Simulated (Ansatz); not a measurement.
# FeO (Wuestite): the cost of one run

Method: DFT PBE, scalar-relativistic, plane waves, PAW, in Ansatz 0.2.0.

The COD entry's cell or inner coordinates are ideal or old and differ from later refinements, so a difference from it is no clean test against experiment.

**1. The starting structure**

It takes space group Fm-3m (No. 225, cubic). Conventional cell: a = 4.309 Å, b = 4.309 Å, c = 4.309 Å, α = 90.00°, β = 90.00°, γ = 90.00°. Around Fe (site symmetry m-3m) lie 6 O at 2.15 Å. O (site symmetry m-3m) is surrounded by 6 Fe at 2.15 Å.

Structure file:

```
Fe O
1.0
     0.00000    2.15426    2.15426
     2.15426    0.00000    2.15426
     2.15426    2.15426    0.00000
Fe O
1 1
Direct
  0.00000 0.00000 0.00000
  0.50000 0.50000 0.50000
```

This cell comes from an earlier session at PBE: 9.998 Å³/atom at 0.00 GPa, on a 14×14×14 mesh.

Volume factors to run: 0.980, 1.020, 0.960, 1.040.

**2. At 0.980 of the relaxed volume**

input.yaml

```yaml
crystal:
  lattice:
    - [0.0, 2.1398025526, 2.1398025526]
    - [2.1398025526, 0.0, 2.1398025526]
    - [2.1398025526, 2.1398025526, 0.0]
  atoms:
    - { symbol: Fe, position: [0.0, 0.0, 0.0], spin: 3.79 }
    - { symbol: O, position: [0.5, 0.5, 0.5] }
basis:
  ecutwfc: 420
  ecutrho_ratio: 4
kpoints:
  mp_grid: { grid: [14, 14, 14] }
hamiltonian:
  xc: pbe
scf:
  occupations: { method: gaussian, width: 0.05 }
output:
  forces: true
  stress: true
  eigenvalues: true
  populations: true
magnetization:
  spin_polarized: true
```

On the command line:

```sh
$ ansatz run input.yaml --threads 2 --pin off --max-ram 5120MiB --backend cpu --events-out ev --progress --plain --runs-dir out
```

What time and memory should one allow on 2 threads of Intel Xeon Platinum 8488C (Sapphire Rapids), shared host?

About 4 s, with a peak of 0.37 GiB.
